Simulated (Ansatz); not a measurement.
# Er3Se: what a guessed cell relaxes into

The task: take a trial cell of Er3Se to zero force and stress.

Method: DFT PBE, scalar-relativistic, plane waves, PAW; 4f electrons in the core of a trivalent norm-conserving potential, in Ansatz 0.2.0.

### 1 The system as given

It takes space group Fm-3m (No. 225, cubic). The conventional cell has a = 7.412 Å, b = 7.412 Å, c = 7.412 Å, α = 90.00°, β = 90.00°, γ = 90.00°. Er (site symmetry -43m) has 4 Er at 3.21 Å and 4 Se at 3.21 Å in its first shell of neighbours. Er (site symmetry m-3m) is surrounded by 8 Er at 3.21 Å. Se (site symmetry m-3m) has 8 Er at 3.21 Å in its first shell of neighbours.

Coordinates:

```xyz
4
Lattice="0.0000 3.7058 3.7058 3.7058 0.0000 3.7058 3.7058 3.7058 0.0000" Properties=species:S:1:pos:R:3 pbc="T T T"
Er    1.8529    1.8529    1.8529
Er    5.5587    5.5587    5.5587
Er    3.7058    3.7058    3.7058
Se    0.0000    0.0000    0.0000
```

Recipe of the guess: species swapped into a database cell of RbTl3 (Fm-3m, No. 225), with Se on the Rb sites and Er on the Tl sites. Lengths come from tabulated atomic sizes and are only a guess.

### 2 A first look at the guess

File input.yaml:

```yaml
crystal:
  lattice:
    - [0.0, 3.70578832, 3.70578832]
    - [3.70578832, 0.0, 3.70578832]
    - [3.70578832, 3.70578832, 0.0]
  atoms:
    - { symbol: Er, position: [0.25, 0.25, 0.25] }
    - { symbol: Er, position: [0.75, 0.75, 0.75] }
    - { symbol: Er, position: [0.5, 0.5, 0.5] }
    - { symbol: Se, position: [0.0, 0.0, 0.0] }
basis:
  ecutwfc: 770
kpoints:
  mp_grid: { grid: [4, 4, 4] }
hamiltonian:
  xc: pbe
  pseudopotentials:
    kind: paw
    azcp: { Er: "pseudopotentials/pbe/nc/lanthanide_3plus/Er.nc.azcp" }
scf:
  occupations: { method: gaussian, width: 0.1 }
  lower_state_search: "off"
output:
  forces: true
  stress: true
  eigenvalues: true
```

Command:

```console
$ ansatz run input.yaml --threads 1 --pin off --max-ram 2560MiB --backend cpu --events-out ev --progress --plain --runs-dir out
```

Further runs follow: final relaxation.

What does the calculation give? Wanted: conventional cell; volume; energy over the elements; gap on the mesh.

As calculated:

```
                              quantity                                                                      value
symmetry at the end (tolerance 0.05 Å)                                                space group Fm-3m (No. 225)
                     conventional cell  a = 7.483 Å, b = 7.483 Å, c = 7.483 Å, α = 90.00°, β = 90.00°, γ = 90.00°
                                volume                                                              26.19 Å³/atom
              energy over the elements                                                              -0.12 eV/atom
                       gap on the mesh                                                               none (metal)
```

The space group Fm-3m (No. 225) is kept, and the volume per atom grows by 2.9 % from the first guess. A negative formation energy is needed for stability but isn't enough; other structures and compounds were not set against it here. No finished test with a distortion of lower symmetry is shown, so the end may be a saddle point. The runs treat Er without spin-orbit coupling. The final runs have no spin polarisation, so a magnetic state may lie lower. The lanthanide's 4f electrons sit in the core of its potential, so it is trivalent by construction and shows no f bands or moments.

No U or exact exchange acts on the 4f shell of Er, so a metallic reading can be the functional's.
